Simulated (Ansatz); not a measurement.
The system is WAu.

```
W Au
1.0
     0.00000    2.74798    2.74798
     2.74798    0.00000    2.74798
     2.74798    2.74798    0.00000
W Au
1 1
Direct
  0.00000 0.00000 0.00000
  0.75000 0.75000 0.75000
```

The cell was built by a generator and needn't be a form met in nature.

- Program: Ansatz 0.2.0
- Task: relaxation of cell and atoms
- Functional: RPBE
- Dispersion: D4
- Potentials or basis: Ansatz PAW
- Cutoff: 420 eV (not typed: the program's choice for these potentials)
- k mesh: 8 × 8 × 8
- Occupations: fermi-dirac, width 0.05 eV
- Spin: no spin polarisation

At the start: volume 20.75 Å³/atom.

Task: Where does the relaxation end?

Result: It ends after 5 steps and the volume is 23.76 Å³/atom (+14.5 %); space group F-43m (No. 216, to 0.05 Å).

The path:
```csv
step,energy change (eV),largest force (eV/Å),volume (Å³)
1,0.0000,0.0000,41.50
2,-0.4294,0.0000,47.87
3,-0.4305,0.0000,47.60
4,-0.4306,0.0000,47.52
5,-0.4329,0.0000,47.52
```

Final structure:
```cif
data_structure
_symmetry_space_group_name_H-M 'P 1'
_symmetry_Int_Tables_number 1
_cell_length_a 4.0656
_cell_length_b 4.0656
_cell_length_c 4.0656
_cell_angle_alpha 60.000
_cell_angle_beta 60.000
_cell_angle_gamma 60.000
_cell_volume 47.52
loop_
_atom_site_label
_atom_site_type_symbol
_atom_site_fract_x
_atom_site_fract_y
_atom_site_fract_z
_atom_site_occupancy
W1 W 0.00000 0.00000 0.00000 1
Au1 Au 0.75000 0.75000 0.75000 1
```

Caveat: the plane-wave basis is chosen anew once the cell has moved, so the energies of steps on either side of that aren't comparable; pairwise dispersion overbinds metals, which lowers pressure and volume; the PAW data sets come from PBE, with cores solved anew for the run's functional, which leaves a small shift of forces and pressure.
